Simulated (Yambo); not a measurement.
# TaN (Fm-3m) in Yambo: notebook

The runs below take TaN through optical spectrum, optical spectrum by the Bethe-Salpeter equation, with PBE.

All numbers are computed with Yambo 5.3.0; they aren't measurements. Logs are shortened: lines on timing, memory, paths and dates and some standing lists are left out, and cuts for length are marked.

### 1 The crystal as given

It takes space group Fm-3m (No. 225, cubic). Conventional cell: a = 4.423 Å, b = 4.423 Å, c = 4.423 Å, α = 90.00°, β = 90.00°, γ = 90.00°. Ta (site symmetry m-3m) is surrounded by 6 N at 2.21 Å. N (site symmetry m-3m) is surrounded by 6 Ta at 2.21 Å.

The cell comes from a database or a generator and needn't be the stable form of this composition.

### 2 Optical spectrum, PBE, non-collinear spin, zero start, spin-orbit coupling

Contents of optics1.in:

```
optics
chi
Chimod= "HARTREE"
% BndsRnXd
 1 | 68 |
%
NGsBlkXd= 3 Ry
% LongDrXd
 1 | 0 | 0 |
%
% QpntsRXd
 1 | 1 |
%
% EnRngeXd
 0 | 20 | eV
%
% DmRngeXd
 0.1 | 0.1 | eV
%
ETStpsXd= 200
```

Contents of scf.in:

```
&CONTROL
  calculation = 'scf'
  prefix = 'pwscf'
  outdir = './tmp'
  pseudo_dir = './pseudo'
/
&SYSTEM
  ibrav = 0
  nat = 2
  ntyp = 2
  ecutwfc = 84
  nbnd = 30
  occupations = 'smearing'
  smearing = 'fd'
  degauss = 0.00367493
  noncolin = .true.
  lspinorb = .true.
  force_symmorphic = .true.
/
&ELECTRONS
  conv_thr = 4d-10
  electron_maxstep = 120
  mixing_beta = 0.5
/
ATOMIC_SPECIES
Ta   180.9479 Ta.upf
N     14.0070 N.upf
CELL_PARAMETERS angstrom
   0.0000000000    2.2113230000    2.2113230000
   2.2113230000    0.0000000000    2.2113230000
   2.2113230000    2.2113230000    0.0000000000
ATOMIC_POSITIONS crystal
Ta     0.5000000000    0.5000000000    0.5000000000
N      0.0000000000    0.0000000000    0.0000000000
K_POINTS automatic
10 10 10 0 0 0
```

Contents of nscf.in:

```
&CONTROL
  calculation = 'nscf'
  prefix = 'pwscf'
  outdir = './tmp'
  pseudo_dir = './pseudo'
/
&SYSTEM
  ibrav = 0
  nat = 2
  ntyp = 2
  ecutwfc = 84
  nbnd = 178
  occupations = 'smearing'
  smearing = 'fd'
  degauss = 0.00367493
  noncolin = .true.
  lspinorb = .true.
  force_symmorphic = .true.
/
&ELECTRONS
  conv_thr = 1d-08
  diago_full_acc = .true.
  diago_thr_init = 1d-06
/
ATOMIC_SPECIES
Ta   180.9479 Ta.upf
N     14.0070 N.upf
CELL_PARAMETERS angstrom
   0.0000000000    2.2113230000    2.2113230000
   2.2113230000    0.0000000000    2.2113230000
   2.2113230000    2.2113230000    0.0000000000
ATOMIC_POSITIONS crystal
Ta     0.5000000000    0.5000000000    0.5000000000
N      0.0000000000    0.0000000000    0.0000000000
K_POINTS automatic
6 6 6 0 0 0
```

Potentials or basis: PseudoDojo 0.4 FR PBE standard.

Command:

```sh
$ OMP_NUM_THREADS=1 pw.x -in scf.in > scf.out
$ OMP_NUM_THREADS=1 pw.x -in nscf.in > nscf.out
$ cd tmp/pwscf.save; p2y; mv SAVE ../..; cd ../..
$ OMP_NUM_THREADS=1 yambo
$ OMP_NUM_THREADS=1 yambo -F optics1.in -J optics1 -C optics1_out
```

Yambo's report:

```text
[... sections 02.01 to 02.04 as in the set-up run ...]

[... 5 lines left out ...]
  [X] Bosonic    Temperature                        :  0.258606E-1   300.100    [eV K]
  [X] Finite Temperature mode                       : yes
  [X] El. density                                   :  0.83231E+24 [cm-3]
  [X] Fermi Level                                   :  21.14572 [eV]

  [X] === Gaps and Widths ===
  [X] Conduction Band Min                           :  21.14572 [eV]
  [X] Valence Band Max                              :  21.14572 [eV]
  [X] Filled Bands                                  :  16
  [X] Metallic Bands                                :  17  26
  [X] Empty Bands                                   :   27  178

  [X] === Metallic Characters ===
  [X] N of el / N of met el                         :  18.00000   2.36855
  [X] Average metallic occ.                         :  0.118427

  [WARNING] [X] Metallic system

 [03] Transferred momenta grid and indexing
 ==========================================

 IBZ Q-points                                      :  16
 BZ  Q-points                                      :  216

 K/Q-points units:
 rlu = crystal or reduced units; cc = cartesian coordinates; iku = interal k-units

 Q [ 1]         [rlu]:  0.000000  0.000000  0.000000
 Q [ 2]         [rlu]:  0.20202E-16  0.20202E-16  0.16667
 Q [ 3]         [rlu]:  0.40404E-16  0.40404E-16  0.33333
 Q [ 4]         [rlu]:  0.83856E-17  0.83856E-17 -0.50000
 Q [ 5]         [rlu]: -0.48304E-17  0.16667      0.16667
 Q [ 6]         [rlu]: -0.49054E-16  0.16667      0.33333
 Q [ 7]         [rlu]:  0.12383E-16  0.16667      0.50000
 Q [ 8]         [rlu]:  0.83856E-17  0.16667     -0.33333
 Q [ 9]         [rlu]: -0.34848E-17  0.16667     -0.16667
 Q [10]         [rlu]: -0.96607E-17  0.33333      0.33333
 Q [11]         [rlu]: -0.86371E-16  0.33333      0.50000
 Q [12]         [rlu]: -0.69697E-17  0.33333     -0.33333
 Q [13]         [rlu]:  0.88329E-16 -0.50000     -0.50000
 Q [14]         [rlu]:  0.166667  0.333333  0.500000
 Q [15]         [rlu]:  0.166667  0.333333 -0.333333
 Q [16]         [rlu]:  0.166667 -0.500000 -0.333333

 [04] Dipoles
 ============

  [04.01] Setup: observables and procedures
  =========================================

  [WARNING] [x,Vnl] slows the Dipoles computation. To neglect it rename the ns.kb_pp file
  [WF-Oscillators/G space/Transverse up loader] Normalization (few states)  min/max  :  0.22724E-16   1.0000

  [WR./optics1//ndb.dipoles]------------------------------------------------------
   Brillouin Zone Q/K grids (IBZ/BZ)                :   16  216   16  216
   RL vectors                                       :  2637 [WF]
   Fragmentation                                    : yes
   Electronic Temperature                           :  300.1000 [K]
   Bosonic    Temperature                           :  300.1000 [K]
   DIP band range                                   :    1   68
   DIP band range limits                            :  26  17
   DIP e/h energy range                             : -1.000000 -1.000000 [eV]
   RL vectors in the sum                            :  2637
   [r,Vnl] included                                 : yes
   Bands ordered                                    : yes
   Direct v evaluation                              : no
   Approach used                                    : G-space v
   Dipoles computed                                 : R V P [G-space]
   Wavefunctions                                    : Perdew, Burke & Ernzerhof(X)+Perdew, Burke & Ernzerhof(C)

  [WARNING] [r,Vnl^pseudo] included in position and velocity dipoles.

  [WARNING] In case H contains other non local terms, these are neglected

 [05] Optics
 ===========

 [X-CG] R(p) Tot o/o(of R):    3610  201512     100

 [WARNING] The system is a metal but Drude term not included.
```

It took 2.6 min on 1 thread of Intel Xeon Platinum 8488C (Sapphire Rapids), shared host; peak memory 0.51 GiB.

Results:

```yaml
Band_gap_on_the_k_mesh_mean-field_level: none (metal or under the smearing width)
```

Dielectric function (along the field direction of the input):
```
energy (eV)  real part  imaginary part
       1.41    -132.26           23.56
       1.81     -72.77           13.06
       2.31     -53.12            9.94
       2.81     -30.33            4.57
       3.22     -20.55            3.09
       3.72     -11.98            4.95
       4.22     -10.43            3.93
       4.72      -3.04            9.40
       5.13      -2.45            6.63
       5.63      -3.07            3.26
       6.13      -0.67            8.61
       6.63      -0.55            4.93
       7.04       1.40            6.64
       7.54      -3.49           10.91
       8.04      -2.25            6.24
       8.54      -0.76            6.95
       8.94       0.65            5.12
       9.45      -5.34            9.12
       9.95      -2.57            7.01
      10.45      -3.22            5.29
      10.85      -3.14            5.88
      11.36      -4.94            4.22
      11.86      -2.64            4.58
      12.36      -5.49            6.03
      12.76      -4.03            1.37
      13.27      -3.20            1.82
      13.77      -2.16            2.51
      14.27      -3.03            1.41
      14.67      -1.51            1.70
      15.18      -2.90            1.73
      15.68      -1.50            0.82
      16.18      -1.42            1.08
      16.58      -0.87            0.99
      17.09      -1.45            1.38
      17.59      -1.01            0.87
      18.09      -0.65            0.77
      18.49      -0.16            0.80
      18.99      -0.36            0.79
      19.50      -0.57            1.14
      20.00      -0.16            1.19
```

Caveat: the k mesh is coarse (spacing up to 0.41 Å⁻¹), so the values aren't converged; the intraband (Drude) term of the metal is left out; the optical matrix elements of this version leave out the spin-flip part of the nonlocal potential, a small error; the ground state has no gap, which makes the many-body step unreliable; spectra need much finer meshes, so this one isn't converged; these spectra lack excitons.

### 3 Optical spectrum by the Bethe-Salpeter equation, PBE, non-collinear spin, zero start, spin-orbit coupling

Contents of bse2.in:

```
optics
bse
bss
rim_cut
em1s
RandQpts= 1000000
RandGvec= 50 RL
Chimod= "HARTREE"
% BndsRnXs
 1 | 68 |
%
NGsBlkXs= 5 Ry
% LongDrXs
 1 | 0 | 0 |
%
BSKmod= "SEX"
BSEmod= "retarded"
BSSmod= "d"
% BSEQptR
 1 | 1 |
%
% BSEBands
 13 | 26 |
%
BSENGexx= 20 Ry
BSENGBlk= 5 Ry
% BEnRange
 0 | 20 | eV
%
% BDmRange
 0.1 | 0.1 | eV
%
BEnSteps= 200
% BLongDir
 1 | 0 | 0 |
%
BSEprop= "abs"
WRbsWF
```

scf.in is that of step 2.

nscf.in is that of step 2.

Potentials or basis: PseudoDojo 0.4 FR PBE standard.

Command:

```sh
$ OMP_NUM_THREADS=1 pw.x -in scf.in > scf.out
$ OMP_NUM_THREADS=1 pw.x -in nscf.in > nscf.out
$ cd tmp/pwscf.save; p2y; mv SAVE ../..; cd ../..
$ OMP_NUM_THREADS=1 yambo
$ mkdir -p bse2; ln -s $PWD/g0w00/ndb.RIM bse2/
$ OMP_NUM_THREADS=1 yambo -F bse2.in -J bse2 -C bse2_out
$ OMP_NUM_THREADS=1 ypp -J bse2 -C bse2_out -e s -b 1
```

Yambo's report:

```text
[... sections 02.01 to 02.04 as in the set-up run ...]

[... 5 lines left out ...]
  [X] Bosonic    Temperature                        :  0.258606E-1   300.100    [eV K]
  [X] Finite Temperature mode                       : yes
  [X] El. density                                   :  0.83231E+24 [cm-3]
  [X] Fermi Level                                   :  21.14572 [eV]

  [X] === Gaps and Widths ===
  [X] Conduction Band Min                           :  21.14572 [eV]
  [X] Valence Band Max                              :  21.14572 [eV]
  [X] Filled Bands                                  :  16
  [X] Metallic Bands                                :  17  26
  [X] Empty Bands                                   :   27  178

  [X] === Metallic Characters ===
  [X] N of el / N of met el                         :  18.00000   2.36855
  [X] Average metallic occ.                         :  0.118427

  [WARNING] [X] Metallic system

 [03] Transferred momenta grid and indexing
 ==========================================

 [BZ sampling] Q-grid is User defined and/or read from the database

 IBZ Q-points                                      :  16
 BZ  Q-points                                      :  216

 K/Q-points units:
 rlu = crystal or reduced units; cc = cartesian coordinates; iku = interal k-units

 Q [ 1]         [rlu]:  0.000000  0.000000  0.000000
 Q [ 2]         [rlu]:  0.20202E-16  0.20202E-16  0.16667
 Q [ 3]         [rlu]:  0.40404E-16  0.40404E-16  0.33333
 Q [ 4]         [rlu]:  0.83856E-17  0.83856E-17 -0.50000
 Q [ 5]         [rlu]: -0.48304E-17  0.16667      0.16667
 Q [ 6]         [rlu]: -0.49054E-16  0.16667      0.33333
 Q [ 7]         [rlu]:  0.12383E-16  0.16667      0.50000
 Q [ 8]         [rlu]:  0.83856E-17  0.16667     -0.33333
 Q [ 9]         [rlu]: -0.34848E-17  0.16667     -0.16667
 Q [10]         [rlu]: -0.96607E-17  0.33333      0.33333
 Q [11]         [rlu]: -0.86371E-16  0.33333      0.50000
 Q [12]         [rlu]: -0.69697E-17  0.33333     -0.33333
 Q [13]         [rlu]:  0.88329E-16 -0.50000     -0.50000
 Q [14]         [rlu]:  0.166667  0.333333  0.500000
 Q [15]         [rlu]:  0.166667  0.333333 -0.333333
 Q [16]         [rlu]:  0.166667 -0.500000 -0.333333

  [03.01] X + BSE indexes
  =======================

   [03.01.01] Sigma indexes
   ========================

   [WR./SAVE//ndb.kindx]-----------------------------------------------------------
    Fragmentation                                    : no
    Polarization last K ( bz)                        :  216
    Polarization last K (ibz)                        :  16
    QP states                                        :   1  16
    X grid is uniform                                : yes
    Grids (string)                                   :  X B S
    Grids (int-vector)                               :  1  1  0  1

 [04] Coloumb potential Random Integration (RIM)
 ===============================================

 Summary of Coulomb integrals for non-metallic bands |Q|[au] RIM/Bare

 Q [1] 0.100000E-4 0.997530 * Q [2] 0.217024 1.068930
 Q [5] 0.250598 1.066842 * Q [9] 0.354399 1.029370
 Q [6] 0.415570 1.022832 * Q [3] 0.434048 1.020719
 Q [10] 0.501196 1.016898 * Q [8] 0.546166 1.014268
 Q [14] 0.560354 1.014084 * Q [7] 0.613837 1.012338
 Q [11] 0.651073 1.011418 * Q [4] 0.651073 1.011206
 Q [12] 0.708798 1.009969 * Q [15] 0.741279 1.009503
 Q [13] 0.751794 1.009835 * Q [16] 0.792460 1.009265

 [05] Dipoles
 ============
[... 78 lines left out ...]
 [X-CG] R(p) Tot o/o(of R):   13736  201708     100
 [X-CG] R(p) Tot o/o(of R):    6589  201576     100
 [X-CG] R(p) Tot o/o(of R):   17973  201704     100
 [X-CG] R(p) Tot o/o(of R):   17186  201712     100
 [X-CG] R(p) Tot o/o(of R):   14046  201640     100

 [07] Bethe Salpeter Equation driver
 ===================================

  [07.01] Bethe Salpeter Equation @q1
  ===================================

   [07.01.01] Transition pre-analysis @q1
   ======================================

   [07.01.02] Transition Groups build-up @q1
   =========================================

   [BSK] Transition groups (total):  16
   [BSK] Size (resonant):  10736
   [BSK]         (total):  10736
   [BSK] N. of matrices :  1

   [07.01.03] Loading Dipoles @q1
   ==============================

   [07.01.04] Independent Particles properties @q1
   ===============================================

   [WARNING] The system is a metal but Drude term not included.

   [07.01.05] BSE Kernel @q1 (Resonant CORRRELATION EXCHANGE)
   ==========================================================

   [BSE] Exchange components :  259
   [BSE] Correlation components :    51   331

    [07.01.05.01] Screened interaction header I/O
    =============================================

    [07.01.05.02] Main kernel loop
    ==============================

    [WR./bse2//ndb.BS_Q1_CPU_0]-----------------------------------------------------
     Brillouin Zone Q/K grids (IBZ/BZ)                :   16  216   16  216
     RL vectors                                       :  2637 [WF]
     Coulomb cutoff potential                         : none
     Parallel CPUs
     Parallel Roles
     Fragmentation                                    : no
     BS kernel          wavefunctions                 : Perdew, Burke & Ernzerhof(X)+Perdew, Burke & Ernzerhof(C)
     Static diel. fun.  energies                      : Perdew, Burke & Ernzerhof(X)+Perdew, Burke & Ernzerhof(C)
     wavefunctions                                    : Perdew, Burke & Ernzerhof(X)+Perdew, Burke & Ernzerhof(C)
     [K] Identifier                                   :   5156
     [K] Dimension                                    :  10736
     [K] Bands                                        :  13  26
     [K] Exchange                                     : yes [res]
     [K] Correlation                                  : yes [res]
     [K] Kernel`s coupling                            : no
     [K] Exchange                                     : no [cpl]
     [K] Correlation                                  : no [cpl]
     [K] W interaction is bare                        : no
     [K] ALDA kernel in R-space                       : no
     [K] RL vectors                                   :  259 [exchange]
     [K] RL vectors                                   :   51 [correlation]
     [K] E/h energy range                             : -1.000000 -1.000000 [eV]
     [K] Coupling range                               :  100.0000  100.0000 [o/o]
     [W] Interaction is diagonal                      : no
     [W] Matrix size                                  :   51
     [W] Bands                                        :    1   68
     [W] e/h energy range                             : -1.000000 -1.000000 [eV]
     [W] Poles                                        :  100.0000 [o/o]
     [W] RL vectors in the sum                        :  2637
     [W] [r,Vnl] included                             : yes
     [W] Field direction                              :  0.100000E-4   0.00000      0.00000
     [W] Coulomb Cutoff                               : none
     [W] Hxc Kernel                                   : HARTREE
     [RIM] RL components                              :   51 [col]
     [RIM] Random points                              :  1000000 [col]
     [SOC] Perturbative SOC                           : no
     [K] Kernel long-range exchange                   : BAR

    [07.01.05.03] Wave-Function Phases
    ==================================

    [BSE] WF phases found       :  30.04092 [o/o]

   [07.01.06] BSE solver(s) @q1
   ============================

   [07.01.07] Diago Solver @q1
   ===========================

   [WR./bse2//ndb.BS_diago_Q1]-----------------------------------------------------
    BS kernel          energies                      : Perdew, Burke & Ernzerhof(X)+Perdew, Burke & Ernzerhof(C)
    [K] Identifier                                   :   5156
    [K] Dimension                                    :  10736
    [K] Bands                                        :  13  26
    [K] Exchange                                     : yes [res]
    [K] Correlation                                  : yes [res]
    [K] Kernel`s coupling                            : no
    [K] Exchange                                     : no [cpl]
    [K] Correlation                                  : no [cpl]
    [K] W interaction is bare                        : no
    [K] ALDA kernel in R-space                       : no
    [K] RL vectors                                   :  259 [exchange]
    [K] RL vectors                                   :   51 [correlation]
    [K] E/h energy range                             : -1.000000 -1.000000 [eV]
    [K] Coupling range                               :  100.0000  100.0000 [o/o]
    [W] Interaction is diagonal                      : no
    [W] Matrix size                                  :   51
    [W] Bands                                        :    1   68
    [W] e/h energy range                             : -1.000000 -1.000000 [eV]
    [W] Poles                                        :  100.0000 [o/o]
    [W] RL vectors in the sum                        :  2637
    [W] [r,Vnl] included                             : yes
    [W] Field direction                              :  0.100000E-4   0.00000      0.00000
    [W] Coulomb Cutoff                               : none
    [W] Hxc Kernel                                   : HARTREE
    [RIM] RL components                              :   51 [col]
    [RIM] Random points                              :  1000000 [col]
    [SOC] Perturbative SOC                           : no
    [K] Kernel long-range exchange                   : BAR
    [BSS] Eigenstates included                       : yes
    [BSS] Field direction                            :  0.100000E-4   0.00000      0.00000
    [BSS] Eigenstates computed                       :  10736
    [BSS] Number of BSE matrices                     :  1
```

Run time: 66 min. Hardware: 1 thread of Intel Xeon Platinum 8488C (Sapphire Rapids), shared host; peak memory 3 GiB.

What came out:

```yaml
Band_gap_on_the_k_mesh_mean-field_level: none (metal or under the smearing width)
```

Dielectric function (along the field direction of the input):
| energy (eV) | real part | imaginary part |
| --- | --- | --- |
| 1.41 | -131.86 | 23.26 |
| 2.01 | -51.67 | 19.12 |
| 2.61 | -39.00 | 5.81 |
| 3.32 | -19.73 | 2.72 |
| 3.92 | -13.23 | 5.58 |
| 4.52 | -5.11 | 2.88 |
| 5.23 | -5.36 | 7.23 |
| 5.83 | -2.29 | 4.89 |
| 6.53 | -3.91 | 6.63 |
| 7.14 | -0.25 | 8.81 |
| 7.74 | -6.14 | 5.25 |
| 8.44 | -2.54 | 4.39 |
| 9.05 | 0.38 | 7.27 |
| 9.65 | -6.22 | 3.75 |
| 10.35 | -5.13 | 2.81 |
| 10.95 | -3.96 | 3.91 |
| 11.66 | -4.57 | 2.62 |
| 12.26 | -4.30 | 3.46 |
| 12.86 | -4.09 | 0.73 |
| 13.57 | -2.82 | 0.35 |
| 14.17 | -2.88 | 0.18 |
| 14.77 | -2.23 | 0.08 |
| 15.48 | -1.78 | 0.05 |
| 16.08 | -1.49 | 0.04 |
| 16.78 | -1.22 | 0.03 |
| 17.39 | -1.03 | 0.03 |
| 17.99 | -0.87 | 0.03 |
| 18.69 | -0.71 | 0.02 |
| 19.30 | -0.58 | 0.02 |
| 20.00 | -0.46 | 0.02 |

Caveat: the k mesh is coarse (spacing up to 0.41 Å⁻¹), so the values aren't converged; the intraband (Drude) term of the metal is left out; the optical matrix elements of this version leave out the spin-flip part of the nonlocal potential, a small error; the ground state has no gap, which makes the many-body step unreliable; the transitions start from uncorrected Kohn-Sham levels, so peaks lie too low; exciton energies and binding change strongly with the k mesh and aren't converged on this one; spectra need much finer meshes, so this one isn't converged.
